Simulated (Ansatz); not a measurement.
# C4H12FNO2Zr: how energies converge with the basis set

The task here is to estimate one member of a computed series from the others.

Method: one geometry, several basis sets; program: Ansatz 0.2.0, Gaussian basis.

The runs, in order: PBE0-D4/def2-SVP; ωB97M-V/def2-SVP; PBE0-D4/def2-QZVPP; ωB97M-V/def2-QZVPP; the functionals' def2-TZVPP values are taken from earlier runs.

1 further run of the same task is left out (for a known fault of the program).

## The relaxed structure

An earlier PBE0-D4 in a triple-zeta def2 set relaxation fixed the geometry. Zr takes the def2 core potential; no spin-orbit term is included.

SMILES `CC[N](C)[Zr]([OH])([F])[O]C`, 21 atoms, charge 0, spin multiplicity 1.

Atoms are counted from 1 here; the program's logs count them from 0.

Bond lengths: C1–C2 1.517 Å, C1–H10 1.095 Å, C1–H11 1.095 Å, C1–H12 1.091 Å, C2–N3 1.445 Å, C2–H13 1.102 Å, C2–H14 1.102 Å, N3–C4 1.445 Å, N3–Zr5 2.040 Å, C4–H15 1.100 Å, C4–H16 1.100 Å, C4–H17 1.092 Å, Zr5–O6 1.933 Å, Zr5–F7 1.935 Å, Zr5–O8 1.921 Å, O6–H18 0.953 Å, O8–C9 1.387 Å, C9–H19 1.095 Å and more. Angles: C2–C1–H10 111.3°, C2–C1–H11 111.5°, C2–C1–H12 110.7°, H10–C1–H11 108.6°, H10–C1–H12 107.3°, H11–C1–H12 107.3°, C1–C2–N3 112.6°, C1–C2–H13 109.4°, C1–C2–H14 109.2°, N3–C2–H13 109.8°, N3–C2–H14 109.7°, H13–C2–H14 105.9°, C2–N3–C4 112.1°, C2–N3–Zr5 124.5°, C4–N3–Zr5 123.4°, N3–C4–H15 111.6°, N3–C4–H16 111.4°, N3–C4–H17 110.9° and more.

The first run:

Input file in.yaml:

```yaml
crystal:
  periodic: [false, false, false]
  atoms:
    - {symbol: C, position_ang: [1.645482, -0.988741, -0.891923]}
    - {symbol: C, position_ang: [0.537852, -1.782049, -0.225591]}
    - {symbol: N, position_ang: [-0.672831, -1.012087, -0.057308]}
    - {symbol: C, position_ang: [-1.718109, -1.777065, 0.583771]}
    - {symbol: Zr, position_ang: [-0.894005, 0.933834, -0.627730]}
    - {symbol: O, position_ang: [-2.720473, 1.405931, -0.205223]}
    - {symbol: F, position_ang: [-0.534247, 1.097135, -2.521569]}
    - {symbol: O, position_ang: [0.361190, 2.062745, 0.289138]}
    - {symbol: C, position_ang: [1.382341, 2.669956, 1.004912]}
    - {symbol: H, position_ang: [1.927428, -0.117223, -0.292201]}
    - {symbol: H, position_ang: [1.349054, -0.645785, -1.888185]}
    - {symbol: H, position_ang: [2.539912, -1.602225, -1.011883]}
    - {symbol: H, position_ang: [0.887887, -2.147219, 0.753603]}
    - {symbol: H, position_ang: [0.325254, -2.681311, -0.825700]}
    - {symbol: H, position_ang: [-1.414194, -2.116724, 1.584979]}
    - {symbol: H, position_ang: [-1.975295, -2.672893, -0.000039]}
    - {symbol: H, position_ang: [-2.626105, -1.180165, 0.694214]}
    - {symbol: H, position_ang: [-3.403309, 2.031142, 0.021621]}
    - {symbol: H, position_ang: [0.981605, 3.196529, 1.877959]}
    - {symbol: H, position_ang: [2.109755, 1.929266, 1.358453]}
    - {symbol: H, position_ang: [1.910809, 3.396949, 0.378693]}
basis:
  gaussian: {orbitals: def2-SVP}
hamiltonian: {xc: pbe0, dispersion: d4}
output: {orbitals: {seedname: orbitals}}
```

Run with:

```
$ ansatz run in.yaml --threads 4 --pin off --events-out ev --progress --plain --max-ram 66560MiB --backend cpu
```

Steps of the session up to this table: PBE0-D4 in def2-SVP; ωB97M-V in def2-SVP; PBE0-D4 in def2-QZVPP; ωB97M-V in def2-QZVPP.

One of the session's tables, all rows but one given; the rest of the session is left out.

| functional | basis | HOMO (eV) | LUMO (eV) |
| --- | --- | --- | --- |
| PBE0-D4 | def2-SVP | -6.14 | 0.18 |
| PBE0-D4 | def2-TZVPP | -6.25 | -0.01 |
| PBE0-D4 | def2-QZVPP | -6.27 | -0.13 |
| ωB97M-V | def2-SVP | -8.39 | 1.16 |
| ωB97M-V | def2-TZVPP | ? | ? |
| ωB97M-V | def2-QZVPP | -8.53 | 0.55 |

Estimate the missing values for ωB97M-V, def2-TZVPP.

The run gave: HOMO (eV): -8.51; LUMO (eV): 0.84. In the column «HOMO (eV)» it lies between ωB97M-V, def2-QZVPP (-8.53) and ωB97M-V, def2-SVP (-8.39).
